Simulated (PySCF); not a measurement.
# ErH4O2 (Er(H2O)23+): the cost of one run

The runs use PySCF 2.14.0; PBE0, Er lcecp-1-SVP with ECP57, O def2-SVP, H def2-SVP; scalar-relativistic core potentials, no spin–orbit coupling.

1 further run of the same task is left out (for a known fault of the program).

**1. Where the work starts**

7 atoms, charge 3, spin multiplicity 1.

Bond lengths: Er1–O2 2.422 Å, Er1–O5 2.422 Å, O2–H3 0.970 Å, O2–H4 0.970 Å, O5–H6 0.970 Å, O5–H7 0.970 Å. Angles: O2–Er1–O5 180.0°, Er1–O2–H3 127.5°, Er1–O2–H4 127.5°, H3–O2–H4 105.1°, Er1–O5–H6 127.5°, Er1–O5–H7 127.5°, H6–O5–H7 105.1°.

As a file:

```xyz
7
charge 3, multiplicity 1
Er    0.0000    0.0000    0.0000
O     0.0000    0.0000    2.4225
H     0.5445    0.5445    3.0125
H    -0.5445   -0.5445    3.0125
O     0.0000    0.0000   -2.4225
H     0.5445   -0.5445   -3.0125
H    -0.5445    0.5445   -3.0125
```

Formal oxidation states: Er +3. Each metal's 11 4f electrons lie in its core potential, so multiplicities, spins and levels count the valence alone.

**2. SCF at the start, singlet**

Input file run.py (the lines that set the calculation):

```python
mol = gto.M(atom='''
Er     0.00000     0.00000     0.00000
O      0.00000     0.00000     2.42250
H      0.54450     0.54450     3.01250
H     -0.54450    -0.54450     3.01250
O      0.00000     0.00000    -2.42250
H      0.54450    -0.54450    -3.01250
H     -0.54450     0.54450    -3.01250''',
    basis={'Er': 'lcecp-1-SVP', 'O': 'def2-SVP', 'H': 'def2-SVP'},
    ecp={'Er': 'lcecp-1-SVP'},
    charge=3, spin=0)
mf = dft.RKS(mol, xc='PBE0')
mf.grids.atom_grid = (50, 194)  # f atoms: unpruned, at least (60, 302)
mf = mf.density_fit()  # fitting sets: Er AutoAux, O def2-universal-JKFIT, H def2-universal-JKFIT
mf.conv_tol = 1e-08; mf.max_cycle = 55
mf.kernel(dm0)  # dm0: free metal ions and neutral atoms
```

On the command line:

```console
OMP_NUM_THREADS=2 python run.py
```

What time and memory should one allow on 2 threads of Intel Xeon Platinum 8259CL at 2.50GHz (Skylake/Cascade Lake), shared host?

About 3.8 s, with a peak of 0.48 GiB.
